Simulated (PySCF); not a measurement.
# C5H2F2: the cost of one run

The runs use PySCF 2.14.0, with density-fitted response routines of our own; the level of theory stands in each step. All values are computed, except where a source is named. Atoms are numbered from 0 throughout.

### Step 1. The molecule as given

9 atoms, charge 0, multiplicity 1; geometry from: PBE0-D3(BJ)/def2-SVP.

Bonds of the start (Å): C0–C1 1.21, C1–C2 1.45, C2–F3 1.37, C2–C4 1.51, C4–C5 1.30, C5–F6 1.30, C5–C2 1.45, C0–H7 1.07, C4–H8 1.09.

### Step 2. NMR shieldings: wB97X-D/pcSseg-2

The job: settings as JSON, then the geometry in Å.

```
{"job": {"kind": "nmr", "xc": "wB97X-D", "basis": "pcSseg-2", "pop": false}, "charge": 0, "multiplicity": 1}
C      2.179120     0.796702    -0.128272
C      1.113425     0.234691    -0.239691
C     -0.174367    -0.424699    -0.347662
F     -0.150053    -1.363813    -1.346791
C     -1.476287     0.288730    -0.086845
C     -1.093526    -0.616864     0.760823
F     -1.322398    -1.275248     1.855674
H      3.126764     1.294665    -0.034218
H     -2.150875     1.050176    -0.467613
```

Level: GIAO wB97X-D/pcSseg-2 NMR shielding, non-relativistic, gas phase.

Command:

```sh
$ OMP_NUM_THREADS=1 python probes_run.py task.json out
```

The driver reads the jobs from task.json and runs them one after another.

**Question.** How long does this first job take on 1 thread of Arm Neoverse V1, shared host, and how much memory does it need?

About 38 s, with a peak of 1.2 GiB.
